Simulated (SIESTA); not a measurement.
Runs of SIESTA 5.4.2 on Sc. The cell holds a slab with vacuum, 6 atoms: a = 3.309 Å, b = 3.309 Å, c = 28.170 Å, α = 90.00°, β = 90.00°, γ = 120.00°. The slab is cut from a database's or a generator's crystal, which needn't be the stable form of the element.

| level | potentials or basis | gap on the mesh (eV) | largest force (eV/Å) |
| --- | --- | --- | --- |
| PBE | PseudoDojo 0.4 standard (PBE files), DZP (energy shift 0.003 Ry; two zetas on semicore shells) | none | (a) |
| BLYP | PseudoDojo 0.4 standard (PBE files), DZP (energy shift 0.003 Ry; two zetas on semicore shells) | none | 0.20 |
| LDA | PseudoDojo 0.4 standard (LDA files), DZP (energy shift 0.003 Ry; two zetas on semicore shells) | none | 0.53 |
| PW91 | PseudoDojo 0.4 standard (PBE files), DZP (energy shift 0.003 Ry; two zetas on semicore shells) | none | (b) |
| AM05 | PseudoDojo 0.4 standard (PBEsol files), DZP (energy shift 0.003 Ry; two zetas on semicore shells) | none | 0.33 |
| PBEsol | PseudoDojo 0.4 standard (PBEsol files), DZP (energy shift 0.003 Ry; two zetas on semicore shells) | none | 0.36 |
| revPBE | PseudoDojo 0.4 standard (PBE files), DZP (energy shift 0.003 Ry; two zetas on semicore shells) | none | 0.15 |
| RPBE | PseudoDojo 0.4 standard (PBE files), DZP (energy shift 0.003 Ry; two zetas on semicore shells) | none | 0.15 |
| WC | PseudoDojo 0.4 standard (PBEsol files), DZP (energy shift 0.003 Ry; two zetas on semicore shells) | none | 0.37 |

Alike in all rows: task band structure; no spin polarisation; cell as given; k mesh 9 × 9 × 1; smearing fermi-dirac 0.05 eV; grid cutoff 800 Ry; energy shift 0.003 Ry.

Q: Estimate the missing entries.

A: (a) 0.23; (b) 0.26.

Caveats: the basis of atomic orbitals isn't converged, which shifts pressures, moduli and gaps; the potentials were made for another functional, which shifts forces and pressure (some runs).

A gap of «none» marks a metal or a gap under the smearing width.
